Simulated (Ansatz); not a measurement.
## MnPt2 in Ansatz: the effect of functional

Crystal: MnPt2.

```
CELL_PARAMETERS angstrom
2.87733 0.00000 0.00000
-1.43867 2.49185 0.00000
0.00000 0.00000 6.57577
ATOMIC_POSITIONS crystal
Pt 0.66667 0.33333 0.31621
Pt 0.33333 0.66667 0.68379
Mn 0.00000 0.00000 0.00000
```

The cell comes from a database or a generator and needn't be the stable form of this composition.

The cell isn't the ideal one: volume scaled by 1.02.

Alike in all runs:

```yaml
Program: Ansatz 0.2.0
Task: single point
Potentials_or_basis: Ansatz PAW
k_mesh: 11 × 11 × 4
Occupations: fermi-dirac, width 0.05 eV
Spin: collinear spin, ferromagnetic start
Starting_moments: "[0.0, 0.0, 4.0] μB"
```

Question: One run gave: pressure -5.9 GPa; moment 4.82 μB. Which functional did it use?
A. LDA
B. PBE
C. r2SCAN

Answer: C.

| functional | cutoff | pressure (GPa) | moment (μB) |
| --- | --- | --- | --- |
| LDA | 420 eV (not typed: the program's choice for these potentials) | -18.2 | 4.40 |
| r2SCAN | 500 eV (not typed: the program's choice for these potentials) | -5.9 | 4.82 |
| PBE | 420 eV (not typed: the program's choice for these potentials) | -3.8 | 4.61 |

Caveats: the PAW data sets come from PBE, with cores solved anew for the run's functional, which leaves a small shift of forces and pressure (some runs); the magnetic or orbital state may not be the lowest (some runs).
